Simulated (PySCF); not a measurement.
# BiF3H3N (Bi(F)3(NH3)): the cost of one run

Method: PBE0, Bi def2-SVP with ECP60, F def2-SVP, N def2-SVP, H def2-SVP; scalar-relativistic core potentials, no spin–orbit coupling; program: PySCF 2.14.0.

1 further run of the same task is left out (for a known fault of the program).

## (1) Where the work starts

8 atoms, charge 0, spin multiplicity 1.

Bond lengths: Bi1–F2 1.961 Å, Bi1–F3 1.961 Å, Bi1–F4 1.961 Å, Bi1–N5 2.360 Å, N5–H6 1.020 Å, N5–H7 1.020 Å, N5–H8 1.020 Å. Angles: F2–Bi1–F3 109.5°, F2–Bi1–F4 109.5°, F2–Bi1–N5 109.5°, F3–Bi1–F4 109.5°, F3–Bi1–N5 109.5°, F4–Bi1–N5 109.5°, Bi1–N5–H6 113.0°, Bi1–N5–H7 113.0°, Bi1–N5–H8 113.0°, H6–N5–H7 105.8°, H6–N5–H8 105.8°, H7–N5–H8 105.8°.

As a file:

```
atom     x (Å)     y (Å)     z (Å)
 Bi1   0.00000   0.00000   0.00000
  F2   1.13210   1.13210   1.13210
  F3  -1.13210  -1.13210   1.13210
  F4   1.13210  -1.13210  -1.13210
  N5  -1.36250   1.36250  -1.36250
  H6  -1.97570   1.97570  -0.82550
  H7  -0.82550   1.97570  -1.97570
  H8  -1.97570   0.82550  -1.97570
```

Formal oxidation states: Bi +3.

## (2) SCF at the start, singlet

Contents of run.py (the lines that set the calculation):

```python
mol = gto.M(atom='''
Bi     0.00000     0.00000     0.00000
F      1.13210     1.13210     1.13210
F     -1.13210    -1.13210     1.13210
F      1.13210    -1.13210    -1.13210
N     -1.36250     1.36250    -1.36250
H     -1.97570     1.97570    -0.82550
H     -0.82550     1.97570    -1.97570
H     -1.97570     0.82550    -1.97570''',
    basis={'Bi': 'def2-SVP', 'F': 'def2-SVP', 'N': 'def2-SVP', 'H': 'def2-SVP'},
    ecp={'Bi': 'def2-SVP'},
    charge=0, spin=0)
mf = dft.RKS(mol, xc='PBE0')
mf.grids.atom_grid = (50, 194)
mf = mf.density_fit()  # fitting sets: Bi def2-universal-JKFIT, F def2-universal-JKFIT, N def2-universal-JKFIT, H def2-universal-JKFIT
mf.conv_tol = 1e-08; mf.max_cycle = 55
mf.kernel(dm0)  # dm0: free metal ions and neutral atoms
```

Run with:

```
$ OMP_NUM_THREADS=2 python run.py
```

**Question.** How long does this run take on 2 threads of Arm Neoverse V2, shared host, and how much memory does it need?

About 2.3 s, with a peak of 0.5 GiB.
